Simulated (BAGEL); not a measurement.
# singlet [SiNH2F2]+, step by step

We compute the energy (singlet [SiNH2F2]+, HF/6-31G*), then the energy (doublet SiNH2F2, NEVPT2(3,3)/6-31G*), then a single-point energy (doublet SiNH2F2, CASPT2(3,3)/6-31G*) of F2H2NSi. 

The calculation is run with BAGEL 1.2.2.

3 further runs of the same task are left out: 3 set aside as unsound or not needed.

## 1. Starting point

[SiNH2F2]+ has 6 atoms, charge +1, and is taken as a singlet. As SMILES of the parent species, `[NH][SiH](F)F`. The N1–H5 distance was set to 1.378 Å, away from the relaxed value. That shape belongs to the parent species and isn't relaxed for this state.

Bond lengths: N1–Si2 1.727 Å, Si2–F3 1.580 Å, Si2–F4 1.587 Å, Si2–H6 1.473 Å. Angles: N1–Si2–F3 107.9°, N1–Si2–F4 114.0°, F3–Si2–F4 106.4°, N1–Si2–H6 109.2°, F3–Si2–H6 109.9°, F4–Si2–H6 109.3°. A long bond or contact: N1–H5 1.378 Å.

## 2. The energy at HF/6-31G(d) (density fitting with svp-jkfit, spherical functions) (run 1)

Contents of input.json:

```json
{ "bagel" : [

{
  "title" : "molecule",
  "basis" : "6-31gs.json",
  "df_basis" : "svp-jkfit",
  "angstrom" : false,
  "geometry" : [
    { "atom" : "N", "xyz" : [  0.58199785,  1.79040779, -1.48760374 ] },
    { "atom" : "Si", "xyz" : [  0.98526541, -0.56532480,  0.73603699 ] },
    { "atom" : "F", "xyz" : [  3.61330753, -1.88151904,  0.21126004 ] },
    { "atom" : "F", "xyz" : [ -1.08700826, -2.72962813,  0.61207095 ] },
    { "atom" : "H", "xyz" : [ -1.84777420,  2.18584621, -2.33664635 ] },
    { "atom" : "H", "xyz" : [  0.98375363,  0.56662115,  3.27828554 ] }
  ]
},
{ "title" : "hf", "charge" : 1 },
{ "title" : "print", "file" : "orbitals.molden", "orbitals" : true }

]}
```

The basis set 6-31G* is read from a file made from the Basis Set Exchange's data (not shown).

On the command line:

```
$ BAGEL_NUM_THREADS=1 BAGEL input.json > input.out
```

The log of the run:

```text
* using 1 threads per process

  ===============================================================
  ===============================================================

  *** Geometry ***

  { "atom" : "N", "xyz" : [      0.581998,      1.790408,     -1.487604 ] },
  { "atom" : "Si", "xyz" : [      0.985265,     -0.565325,      0.736037 ] },
  { "atom" : "F", "xyz" : [      3.613308,     -1.881519,      0.211260 ] },
  { "atom" : "F", "xyz" : [     -1.087008,     -2.729628,      0.612071 ] },
  { "atom" : "H", "xyz" : [     -1.847774,      2.185846,     -2.336646 ] },
  { "atom" : "H", "xyz" : [      0.983754,      0.566621,      3.278286 ] },

  Number of auxiliary basis functions:      395

  Since a DF basis is specified, we compute 2- and 3-index integrals:
    o Being stored without compression. Storage requirement is 0.013 GB

  Number of basis functions:       64
  Number of electrons      :       41

    * METHOD: MOLECULE                             0.12

  *** RHF ***

  === Nuclear Repulsion ===
   174.2794074684

      * DIIS with orbital gradients will be used.

  === RHF iteration (6-31gs.json) ===
      0       -542.74503373          0.02770816           0.03
      1       -542.92103566          0.01727852           0.03
      2       -543.00648124          0.00227587           0.03
      3       -543.01077418          0.00094337           0.03
      4       -543.01179292          0.00062153           0.03
      5       -543.01245974          0.00044224           0.03
      6       -543.01299678          0.00031118           0.03
      7       -543.01332609          0.00022391           0.03
      8       -543.01352579          0.00017084           0.03
      9       -543.01362965          0.00013152           0.03
     10       -543.01371497          0.00007332           0.03
     11       -543.01373950          0.00002717           0.03
     12       -543.01374167          0.00001432           0.03
     13       -543.01374195          0.00000983           0.03
     14       -543.01374207          0.00000695           0.03
     15       -543.01374214          0.00000533           0.03
     16       -543.01374220          0.00000389           0.03
     17       -543.01374224          0.00000298           0.03
     18       -543.01374226          0.00000254           0.03
     19       -543.01374229          0.00000173           0.03
     20       -543.01374231          0.00000078           0.03
     21       -543.01374231          0.00000042           0.03
     22       -543.01374231          0.00000030           0.03
     23       -543.01374231          0.00000020           0.03
     24       -543.01374231          0.00000010           0.03
     25       -543.01374231          0.00000007           0.03
     26       -543.01374231          0.00000006           0.03
     27       -543.01374231          0.00000005           0.03
     28       -543.01374231          0.00000004           0.03
     29       -543.01374231          0.00000002           0.03
     30       -543.01374231          0.00000001           0.03
     31       -543.01374231          0.00000001           0.03
     32       -543.01374231          0.00000001           0.03
    * SCF iteration converged.

    * Permanent dipole moment:
           (    1.485674,    -2.453898,     0.948102) a.u.

    * METHOD: HF                                   1.08

    * METHOD: PRINT                                0.01

  ===============================================================
```

Run time: 1.4 s. Hardware: 1 thread of Arm Neoverse V2, shared host; peak memory 0.14 GiB.

## 3. Doublet neutral SiNH2F2: the energy at NEVPT2(3,3)/6-31G(d) (density fitting with svp-jkfit, spherical functions) (run 2)

Contents of calc.json:

```json
{ "bagel" : [

{
  "title" : "molecule",
  "basis" : "6-31gs.json",
  "df_basis" : "svp-jkfit",
  "angstrom" : false,
  "geometry" : [
    { "atom" : "N", "xyz" : [     0.58199785,     1.79040779,    -1.48760374 ] },
    { "atom" : "Si", "xyz" : [     0.98526541,    -0.56532480,     0.73603699 ] },
    { "atom" : "F", "xyz" : [     3.61330753,    -1.88151904,     0.21126004 ] },
    { "atom" : "F", "xyz" : [    -1.08700826,    -2.72962813,     0.61207095 ] },
    { "atom" : "H", "xyz" : [    -1.84777420,     2.18584621,    -2.33664635 ] },
    { "atom" : "H", "xyz" : [     0.98375363,     0.56662115,     3.27828554 ] }
  ]
},

{ "title" : "hf", "charge" : 1 },

{ "title" : "casscf", "nstate" : 1, "nact" : 3, "nclosed" : 19, "nspin" : 1, "active" : [13, 21, 22], "maxiter" : 200, "natocc" : true },

{
  "title" : "nevpt2",
  "nstate" : 1,
  "nact" : 3,
  "nclosed" : 19,
  "nspin" : 1,
  "active" : [13, 21, 22],
  "maxiter" : 200,
  "natocc" : true,
  "ncore" : 8
},

{ "title" : "print", "file" : "orbitals.molden", "orbitals" : true }

]}
```

The basis set 6-31G* is read from a file made from the Basis Set Exchange's data (not shown).

On the command line:

```
$ BAGEL_NUM_THREADS=1 BAGEL calc.json > calc.out
```

The log of the run:

```text
* using 1 threads per process

  ===============================================================
  ===============================================================

  *** Geometry ***

  { "atom" : "N", "xyz" : [      0.581998,      1.790408,     -1.487604 ] },
  { "atom" : "Si", "xyz" : [      0.985265,     -0.565325,      0.736037 ] },
  { "atom" : "F", "xyz" : [      3.613308,     -1.881519,      0.211260 ] },
  { "atom" : "F", "xyz" : [     -1.087008,     -2.729628,      0.612071 ] },
  { "atom" : "H", "xyz" : [     -1.847774,      2.185846,     -2.336646 ] },
  { "atom" : "H", "xyz" : [      0.983754,      0.566621,      3.278286 ] },

  Number of auxiliary basis functions:      395

  Since a DF basis is specified, we compute 2- and 3-index integrals:
    o Being stored without compression. Storage requirement is 0.013 GB

  Number of basis functions:       64
  Number of electrons      :       41

    * METHOD: MOLECULE                             0.12

  *** RHF ***

  === Nuclear Repulsion ===
   174.2794074684

      * DIIS with orbital gradients will be used.

  === RHF iteration (6-31gs.json) ===
      0       -542.74503373          0.02770816           0.03
      1       -542.92103566          0.01727852           0.03
      2       -543.00648124          0.00227587           0.03
      3       -543.01077418          0.00094337           0.03
      4       -543.01179292          0.00062153           0.03
      5       -543.01245974          0.00044224           0.03
      6       -543.01299678          0.00031118           0.03
      7       -543.01332609          0.00022391           0.03
      8       -543.01352579          0.00017084           0.03
      9       -543.01362965          0.00013152           0.03
     10       -543.01371497          0.00007332           0.03
     11       -543.01373950          0.00002717           0.03
     12       -543.01374167          0.00001432           0.03
     13       -543.01374195          0.00000983           0.03
     14       -543.01374207          0.00000695           0.03
     15       -543.01374214          0.00000533           0.03
     16       -543.01374220          0.00000389           0.03
     17       -543.01374224          0.00000298           0.03
     18       -543.01374226          0.00000254           0.03
     19       -543.01374229          0.00000173           0.03
     20       -543.01374231          0.00000078           0.03
     21       -543.01374231          0.00000042           0.03
     22       -543.01374231          0.00000030           0.03
     23       -543.01374231          0.00000020           0.03
     24       -543.01374231          0.00000010           0.03
     25       -543.01374231          0.00000007           0.03
     26       -543.01374231          0.00000006           0.03
     27       -543.01374231          0.00000005           0.03
     28       -543.01374231          0.00000004           0.03
     29       -543.01374231          0.00000002           0.03
     30       -543.01374231          0.00000001           0.03
     31       -543.01374231          0.00000001           0.03
     32       -543.01374231          0.00000001           0.03
    * SCF iteration converged.

    * Permanent dipole moment:
           (    1.485674,    -2.453898,     0.948102) a.u.

    * METHOD: HF                                   1.09

  ---------------------------
      CASSCF calculation
  ---------------------------

    ==== Active orbitals : =====
         Orbital 13
         Orbital 21
         Orbital 22
    ============================

    * nstate   :      1
    * nclosed  :     19
    * nact     :      3
    * nvirt    :     42
  === CASSCF iteration (6-31gs.json) ===

    * Using the second-order algorithm

      0  0      -543.37712546     2.66e-02      0.01

      1  0      -543.44918872     1.67e-03      0.24

      2  0      -543.47701375     2.37e-03      0.19

      3  0      -543.48092145     4.66e-04      0.21

      4  0      -543.48108312     1.34e-04      0.22

      5  0      -543.48108987     4.16e-05      0.22

      6  0      -543.48109026     1.29e-05      0.22

      7  0      -543.48109028     3.93e-06      0.21

      8  0      -543.48109029     1.17e-06      0.22

      9  0      -543.48109029     3.48e-07      0.22

     10  0      -543.48109029     1.03e-07      0.20

     11  0      -543.48109029     3.03e-08      0.19

     12  0      -543.48109029     8.94e-09      0.19

    * Second-order optimization converged. *

     guess   0:   closed 1..                  open .1.

  === FCI iteration ===

      0  0      -543.44524519     6.16e-02      0.00
      1  0      -543.48069021     4.93e-03      0.00
      2  0      -543.48106253     1.17e-03      0.00
      3  0      -543.48109029     9.41e-06      0.00
      4  0      -543.48109029     1.02e-06      0.00
      5  0      -543.48109029     1.41e-07      0.00
      6  0      -543.48109029     1.33e-09      0.00
      7  0 *    -543.48109029     1.88e-15      0.00

     * ci vector, state   0, <S^2> = 0.7500
       2a.     0.9802122230
       .a2     0.1815690435
       aba     0.0643641261

    * METHOD: CASSCF                               2.62

    * freezing 8 orbitals

  === DF-NEVPT2 calculation ===

    * 3-index integral transformation done
    * assembly done

      NEVPT2 correlation energy:   -0.5309625723      0.08

          (+0)     -0.4394140367
          (+0)'    -0.0275689034
          (+1)     -0.0098416390
          (+1)'    -0.0003397258
          (+2)     -0.0005079645
          (-1)     -0.0401081791
          (-1)'    -0.0045705129
          (-2)     -0.0086116109

      NEVPT2 total energy:       -544.0120528596

    * METHOD: NEVPT2                               0.14

    * METHOD: PRINT                                0.01

  ===============================================================
```

It took 4.2 s on 1 thread of Arm Neoverse V2, shared host; peak memory 0.14 GiB.

## 4. Doublet neutral SiNH2F2: a single-point energy at CASPT2(3,3)/6-31G(d) (density fitting with svp-jkfit, spherical functions) (run 3)

Contents of job.json:

```json
{ "bagel": [

{
  "title": "molecule",
  "basis": "6-31gs.json",
  "df_basis": "svp-jkfit",
  "geometry": [
    { "atom": "N", "xyz": [  0.58199785,  1.79040779, -1.48760374 ] },
    { "atom": "Si", "xyz": [  0.98526541, -0.56532480,  0.73603699 ] },
    { "atom": "F", "xyz": [  3.61330753, -1.88151904,  0.21126004 ] },
    { "atom": "F", "xyz": [ -1.08700826, -2.72962813,  0.61207095 ] },
    { "atom": "H", "xyz": [ -1.84777420,  2.18584621, -2.33664635 ] },
    { "atom": "H", "xyz": [  0.98375363,  0.56662115,  3.27828554 ] }
  ]
},
{
  "title": "hf",
  "charge": 1
},
{
  "title": "casscf",
  "nstate": 1,
  "nact": 3,
  "nclosed": 19,
  "nspin": 1,
  "active": [13, 21, 22],
  "maxiter": 200,
  "natocc": "true"
},
{
  "title": "print",
  "file": "orbitals.molden",
  "orbitals": "true"
},
{
  "title": "smith",
  "method": "caspt2",
  "ms": "true",
  "xms": "true",
  "sssr": "true",
  "shift": 0.2,
  "shift_imag": "true",
  "ncore": 8
}

]}
```

The basis set 6-31G* is read from a file made from the Basis Set Exchange's data (not shown).

On the command line:

```
$ BAGEL_NUM_THREADS=1 BAGEL job.json > job.out
```

The log of the run:

```text
* using 1 threads per process

  ===============================================================
  ===============================================================

  *** Geometry ***

  { "atom" : "N", "xyz" : [      0.581998,      1.790408,     -1.487604 ] },
  { "atom" : "Si", "xyz" : [      0.985265,     -0.565325,      0.736037 ] },
  { "atom" : "F", "xyz" : [      3.613308,     -1.881519,      0.211260 ] },
  { "atom" : "F", "xyz" : [     -1.087008,     -2.729628,      0.612071 ] },
  { "atom" : "H", "xyz" : [     -1.847774,      2.185846,     -2.336646 ] },
  { "atom" : "H", "xyz" : [      0.983754,      0.566621,      3.278286 ] },

  Number of auxiliary basis functions:      395

  Since a DF basis is specified, we compute 2- and 3-index integrals:
    o Being stored without compression. Storage requirement is 0.013 GB

  Number of basis functions:       64
  Number of electrons      :       41

    * METHOD: MOLECULE                             0.12

  *** RHF ***

  === Nuclear Repulsion ===
   174.2794074684

      * DIIS with orbital gradients will be used.

  === RHF iteration (6-31gs.json) ===
      0       -542.74503373          0.02770816           0.03
      1       -542.92103566          0.01727852           0.03
      2       -543.00648124          0.00227587           0.03
      3       -543.01077418          0.00094337           0.03
      4       -543.01179292          0.00062153           0.03
      5       -543.01245974          0.00044224           0.03
      6       -543.01299678          0.00031118           0.03
      7       -543.01332609          0.00022391           0.03
      8       -543.01352579          0.00017084           0.03
      9       -543.01362965          0.00013152           0.03
     10       -543.01371497          0.00007332           0.03
     11       -543.01373950          0.00002717           0.03
     12       -543.01374167          0.00001432           0.03
     13       -543.01374195          0.00000983           0.03
     14       -543.01374207          0.00000695           0.03
     15       -543.01374214          0.00000533           0.03
     16       -543.01374220          0.00000389           0.03
     17       -543.01374224          0.00000298           0.03
     18       -543.01374226          0.00000254           0.03
     19       -543.01374229          0.00000173           0.03
     20       -543.01374231          0.00000078           0.03
     21       -543.01374231          0.00000042           0.03
     22       -543.01374231          0.00000030           0.03
     23       -543.01374231          0.00000020           0.03
     24       -543.01374231          0.00000010           0.03
     25       -543.01374231          0.00000007           0.03
     26       -543.01374231          0.00000006           0.03
     27       -543.01374231          0.00000005           0.03
     28       -543.01374231          0.00000004           0.03
     29       -543.01374231          0.00000002           0.03
     30       -543.01374231          0.00000001           0.03
     31       -543.01374231          0.00000001           0.03
     32       -543.01374231          0.00000001           0.03
    * SCF iteration converged.

    * Permanent dipole moment:
           (    1.485674,    -2.453898,     0.948102) a.u.

    * METHOD: HF                                   1.07

  ---------------------------
      CASSCF calculation
  ---------------------------

    ==== Active orbitals : =====
         Orbital 13
         Orbital 21
         Orbital 22
    ============================

    * nstate   :      1
    * nclosed  :     19
    * nact     :      3
    * nvirt    :     42
  === CASSCF iteration (6-31gs.json) ===

    * Using the second-order algorithm

      0  0      -543.37712546     2.66e-02      0.01

      1  0      -543.44918872     1.67e-03      0.23

      2  0      -543.47701375     2.37e-03      0.18

      3  0      -543.48092145     4.66e-04      0.21

      4  0      -543.48108312     1.34e-04      0.21

      5  0      -543.48108987     4.16e-05      0.22

      6  0      -543.48109026     1.29e-05      0.22

      7  0      -543.48109028     3.93e-06      0.22

      8  0      -543.48109029     1.17e-06      0.22

      9  0      -543.48109029     3.48e-07      0.22

     10  0      -543.48109029     1.03e-07      0.20

     11  0      -543.48109029     3.03e-08      0.19

     12  0      -543.48109029     8.94e-09      0.20

    * Second-order optimization converged. *

     guess   0:   closed 1..                  open .1.

  === FCI iteration ===

      0  0      -543.44524519     6.16e-02      0.00
      1  0      -543.48069021     4.93e-03      0.00
      2  0      -543.48106253     1.17e-03      0.00
      3  0      -543.48109029     9.41e-06      0.00
      4  0      -543.48109029     1.02e-06      0.00
      5  0      -543.48109029     1.41e-07      0.00
      6  0      -543.48109029     1.33e-09      0.00
      7  0 *    -543.48109029     1.88e-15      0.00

     * ci vector, state   0, <S^2> = 0.7500
       2a.     0.9802122230
       .a2     0.1815690435
       aba     0.0643641261

    * METHOD: CASSCF                               2.62

    * METHOD: PRINT                                0.01

  === SMITH program ===

    * freezing 8 orbitals

    * Approximate memory requirement for SMITH calulation per MPI process:
      o Storage requirement for T-amplitude, lambda, and residual is 0.01 GB
      o Storage requirement for MO integrals is 0.00 GB
    * Calculating and saving rdm4f

    * Zeroth order energy : state  0       -1.2850566715

    * CASPT2 iteration is performed using orthogonal basis

      -------------------------------------------  CASPT2 iteration  ---------------------------------------------------
       #      aibj      arbs      arbi      airj      risj      airs      arst      rist         Etot      error   time
      ------------------------------------------------------------------------------------------------------------------

       0  -0.43870  -0.01064  -0.04294  -0.01076  -0.00068  -0.02566  -0.00467  -0.00040   -0.5344562  0.0019079   0.05
       1  -0.43881  -0.01072  -0.04310  -0.01085  -0.00072  -0.02604  -0.00477  -0.00042   -0.5354293  0.0003073   0.04
       2  -0.43882  -0.01072  -0.04310  -0.01086  -0.00072  -0.02606  -0.00477  -0.00042   -0.5354612  0.0000651   0.04
       3  -0.43882  -0.01072  -0.04309  -0.01085  -0.00073  -0.02606  -0.00477  -0.00042   -0.5354624  0.0000141   0.04
       4  -0.43882  -0.01072  -0.04310  -0.01085  -0.00073  -0.02606  -0.00477  -0.00042   -0.5354624  0.0000027   0.05
       5  -0.43882  -0.01072  -0.04310  -0.01085  -0.00073  -0.02606  -0.00477  -0.00042   -0.5354624  0.0000006   0.05

      ------------------------------------------------------------------------------------------------------------------

    * CASPT2 energy : state  0     -544.0183816321
        w/o shift correction       -544.0165527338
        reference weight              0.8742027150

    * METHOD: SMITH                                0.40

  ===============================================================
```

Wall time 4.5 s (1 thread of Arm Neoverse V2, shared host); peak memory 0.14 GiB.

## 5. Summary of results

| quantity | value |
| --- | --- |
| run 1, HF/6-31G*: total energy | -543.01374 Eh |
| run 1, HF/6-31G*: HOMO energy | -20.92 eV |
| run 1, HF/6-31G*: LUMO energy | -9.57 eV |
| run 1, HF/6-31G*: HOMO–LUMO gap | 11.35 eV |
| doublet neutral SiNH2F2, run 2: total energy | -544.01205 Eh |
| doublet neutral SiNH2F2, run 3: total energy | -544.01838 Eh |
